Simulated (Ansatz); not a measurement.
# C2H10InN3: up Jacob's ladder to CCSD(T)

Aim: compute C2H10InN3 with functionals from several rungs and with coupled cluster, and see how far each lands from CCSD(T) at the basis-set limit for the atomisation energy.

The runs use Ansatz 0.2.0, Gaussian basis; functionals in def2-TZVPP, the program's frozen cores in correlated methods.

Levels to be run: LDA (SPW92), PBE-D4, revPBE-D4, BLYP-D4, r2SCAN-D4, B97M-V, PBE0-D4, B3LYP-D4, r2SCANh-D4, r2SCAN0-D4, HSE06-D4, BHLYP-D4, CAM-B3LYP-D4, LC-ωPBE, ωB97X-V, ωB97M-V, B2PLYP, PBE-QIDH; CCSD(T)/def2-SVP; CCSD(T)/def2-TZVPP; MP2/def2-QZVPP; extrapolation to the limit; RPA on PBE.

2 further runs of the same task are left out: 2 for a known fault of the program.

## 1. Structure used throughout

All runs share one geometry, relaxed beforehand with PBE0-D4 in a triple-zeta def2 set. In takes the def2 core potential; no spin-orbit term is included.

16 atoms, charge 0, spin multiplicity 1.

Atoms are counted from 1 here; the program's logs count them from 0.

Bond lengths: C1–N2 1.436 Å, C1–H7 1.093 Å, C1–H8 1.102 Å, C1–H9 1.102 Å, N2–C3 1.436 Å, N2–In4 2.014 Å, C3–H10 1.093 Å, C3–H11 1.102 Å, C3–H12 1.102 Å, In4–N5 2.027 Å, In4–N6 2.027 Å, N5–H13 1.011 Å, N5–H14 1.011 Å, N6–H15 1.011 Å, N6–H16 1.011 Å. Angles: N2–C1–H7 111.3°, N2–C1–H8 111.9°, N2–C1–H9 112.0°, H7–C1–H8 107.1°, H7–C1–H9 107.4°, H8–C1–H9 106.8°, C1–N2–C3 112.9°, C1–N2–In4 123.5°, C3–N2–In4 123.6°, N2–C3–H10 111.3°, N2–C3–H11 112.0°, N2–C3–H12 111.9°, H10–C3–H11 107.4°, H10–C3–H12 107.1°, H11–C3–H12 106.8°, N2–In4–N5 118.5°, N2–In4–N6 118.5°, N5–In4–N6 122.9° and more.

## 2. LDA

This LDA is Slater exchange with PW92 correlation.

The input, in.yaml:

```yaml
crystal:
  periodic: [false, false, false]
  atoms:
    - {symbol: C, position_ang: [0.171183, -0.790081, 1.837217]}
    - {symbol: N, position_ang: [0.434698, -0.526820, 0.450388]}
    - {symbol: C, position_ang: [1.537351, -1.289483, -0.063834]}
    - {symbol: In, position_ang: [-0.633496, 0.771384, -0.657757]}
    - {symbol: N, position_ang: [-0.116499, 1.041478, -2.598721]}
    - {symbol: N, position_ang: [-2.176976, 1.750350, 0.218109]}
    - {symbol: H, position_ang: [-0.680370, -0.207123, 2.197469]}
    - {symbol: H, position_ang: [-0.063285, -1.851959, 2.017339]}
    - {symbol: H, position_ang: [1.034574, -0.542329, 2.476436]}
    - {symbol: H, position_ang: [1.724213, -1.058245, -1.115676]}
    - {symbol: H, position_ang: [1.359265, -2.375075, 0.008630]}
    - {symbol: H, position_ang: [2.471201, -1.083406, 0.484300]}
    - {symbol: H, position_ang: [0.313168, 0.245547, -3.049561]}
    - {symbol: H, position_ang: [-0.853978, 1.380604, -3.200645]}
    - {symbol: H, position_ang: [-2.437628, 2.625181, -0.215400]}
    - {symbol: H, position_ang: [-2.083411, 1.909997, 1.211666]}
basis:
  gaussian: {orbitals: def2-TZVPP}
hamiltonian: {xc: lda}
output: {orbitals: {seedname: orbitals}}
```

On the command line:

```console
$ ansatz run in.yaml --threads 2 --pin off --events-out ev --progress --plain --max-ram 32768MiB --backend cuda --devices 0, --max-vram 18GiB
```

The runs that follow: PBE-D4 (GGA); revPBE-D4 (GGA); BLYP-D4 (GGA); r2SCAN-D4 (meta-GGA); B97M-V (meta-GGA); B3LYP-D4 (hybrid); r2SCANh-D4 (hybrid); r2SCAN0-D4 (hybrid); HSE06-D4 (hybrid); BHLYP-D4 (hybrid); CAM-B3LYP-D4 (range-separated); LC-ωPBE (range-separated); ωB97X-V (range-separated); ωB97M-V (range-separated); B2PLYP (double hybrid); PBE-QIDH (double hybrid); CCSD(T) in def2-SVP; CCSD(T) in def2-TZVPP; MP2 in def2-QZVPP; RPA on PBE orbitals.

Before running them: what should the planned runs give, taken together? Wanted: atomisation energy, CCSD(T)/CBS; farthest beyond LDA; mean size of error, GGA; mean size of error, meta-GGA; mean size of error, hybrid; mean size of error, range-separated; mean size of error, double hybrid; gap, smallest and largest; T1 diagnostic.

The runs gave:

```
                               quantity                                                                                             value
        atomisation energy, CCSD(T)/CBS                                                                                     5480.9 kJ/mol
 functionals within 54.8 kJ/mol (1.0 %)  BLYP-D4, r2SCAN-D4, B97M-V, PBE0-D4, B3LYP-D4, HSE06-D4, CAM-B3LYP-D4, LC-ωPBE, ωB97X-V, ωB97M-V
                    farthest beyond LDA                                                                          BHLYP-D4 (-195.6 kJ/mol)
                mean size of error, GGA                                                                                       52.3 kJ/mol
           mean size of error, meta-GGA                                                                                       47.8 kJ/mol
             mean size of error, hybrid                                                                                       82.2 kJ/mol
    mean size of error, range-separated                                                                                       13.8 kJ/mol
      mean size of error, double hybrid                                                                                       85.6 kJ/mol
              gap, smallest and largest                                                              2.88 eV (BLYP-D4), 9.97 eV (LC-ωPBE)
                          T1 diagnostic                                                                                            0.0138
triples share of the correlation energy                                                                                             3.7 %
```

In words: LDA overbinds by 807.9 kJ/mol (15 %). PBE-D4 misses by +93.2 kJ/mol. Double hybrids carry the basis error of their MP2 part in triple zeta, and no dispersion term here, so their miss is partly the set-up's. The rungs range-separated, meta-GGA, GGA miss on average by less than the doubt on the reference (54.8 kJ/mol), so they tie. Misses under about 54.8 kJ/mol are within the doubt on the reference itself, which lacks core-valence correlation, spin-orbit coupling and higher excitations, and its outer-core shells are covered unevenly. All levels share the lack of spin-orbit coupling, which lowers the free heavy atoms and so the true binding. Hartree-Fock recovers 67 % of the binding; the rest is correlation. CCSD(T) in def2-SVP is off by -395.0 kJ/mol, which most functionals beat. The gap grows from 2.9 to 10.0 eV across the functionals, mostly with the share of exact exchange. Correlated methods include outer-core shells of In, which these sets cover unevenly.
